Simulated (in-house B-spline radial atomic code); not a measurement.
# Tc⁶⁺: ionisation energy by several methods

One table from this session's results is given with a row withheld; the runs are named, their logs left out.

The numbers are computed with in-house B-spline radial atomic code version 1 (non-relativistic, several functionals, spin-polarised, exact exchange averaged over the configuration; spherical all-electron atom at the radial basis limit), except any that are marked as measured or tabulated.

### The atom as given

```
element       : technetium (Z = 43)
charge        : +6
electrons     : 37
configuration : [Kr] 4d1
nucleus       : point
```

Outer shells as boxes (Hund's rule):

[Kr] 4d1
```
[Kr] core
4d [↑ ][  ][  ][  ][  ]
```

Where spins are not typed, each open shell is filled with up spins first.

The first run:

Settings of the run:

```ini
Z = 43
electrons = 37.0
configuration = [Kr] 4d1
hamiltonian = nr
method = hse06
spin_polarised = True
exact_exchange = averaged over the configuration
```

The run is started by

```console
$ python run_scf.py task.json out
```

The settings of every run stand in task.json; they run in order.

Steps of the session up to this table: HSE06; M06-2X; PBE0; B3LYP; r2SCAN0; B97-1.

One table of the session follows, with a row left open; its other results are not shown here.

| method | ΔSCF (eV) |
| --- | --- |
| M06-2X | 89.882 |
| PBE0 | ? |
| B3LYP | 89.780 |
| r2SCAN0 | 89.345 |
| B97-1 | 89.689 |
| HSE06 | 89.696 |

Estimate the missing values for PBE0.

**Answer.** ΔSCF (eV): 89.744. In the column «ΔSCF (eV)» it lies between HSE06 (89.696) and B3LYP (89.780).

Limits of these values: These runs leave out relativity, which matters at this nuclear charge.
